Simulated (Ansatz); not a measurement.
# B2H6SSi: the cost of one run

Program: Ansatz 0.2.0. Level of theory: RKS LDA/6-31G*. These are calculated values, not measurements.

## 1. The starting structure

Bond lengths: B1–Si2 1.951 Å, Si2–B3 1.978 Å, B3–S4 1.759 Å, B1–H5 1.170 Å, B1–H6 1.170 Å, Si2–H7 1.487 Å, Si2–H8 1.479 Å, B3–H9 1.172 Å, S4–H10 1.334 Å. Angles: B1–Si2–B3 108.9°, B1–Si2–H7 113.6°, B1–Si2–H8 114.1°, B3–Si2–H7 108.8°, B3–Si2–H8 109.2°, H7–Si2–H8 101.9°, Si2–B1–H5 121.9°, Si2–B1–H6 121.1°, H5–B1–H6 116.8°, Si2–B3–S4 123.4°, Si2–B3–H9 123.3°, S4–B3–H9 113.3°, B3–S4–H10 100.5°.

Coordinates:

```xyz
10

B    -0.9494    1.6878   -0.0363
Si    0.5803    0.4941   -0.2428
B     0.2586   -1.1498    0.8089
S    -0.0305   -2.7242    0.0807
H    -1.8754    1.6367   -0.7503
H    -1.0128    2.4393    0.8578
H     0.8532    0.1139   -1.6543
H     1.8698    1.0890    0.1684
H     0.1980   -1.1625    1.9797
H     0.1082   -2.4242   -1.2117
```

## 2. End point A

input.yaml reads:

```yaml
crystal:
  periodic: [false, false, false]
  atoms:
    - { symbol: B, position_ang: [-0.94943, 1.68775, -0.03629] }
    - { symbol: Si, position_ang: [0.58026, 0.49408, -0.24278] }
    - { symbol: B, position_ang: [0.25862, -1.14983, 0.80887] }
    - { symbol: S, position_ang: [-0.03053, -2.72421, 0.08072] }
    - { symbol: H, position_ang: [-1.8754, 1.63666, -0.75035] }
    - { symbol: H, position_ang: [-1.01282, 2.43927, 0.85776] }
    - { symbol: H, position_ang: [0.85323, 0.11393, -1.65432] }
    - { symbol: H, position_ang: [1.86981, 1.08903, 0.16839] }
    - { symbol: H, position_ang: [0.19804, -1.16248, 1.97968] }
    - { symbol: H, position_ang: [0.1082, -2.42419, -1.21169] }
basis:
  gaussian: { orbitals: "6-31G*" }
hamiltonian:
  xc: lda
relax:
  f_tol: 0.015
  max_steps: 40
```

The run is started by

```bash
$ ansatz run input.yaml --threads 1 --pin off --max-ram 2048MiB --backend cpu --events-out ev --progress --plain --runs-dir out
```

Q: Estimate wall time and peak memory on 1 thread of Arm Neoverse N1, shared host.

About 1.9 min, with a peak of 0.12 GiB.
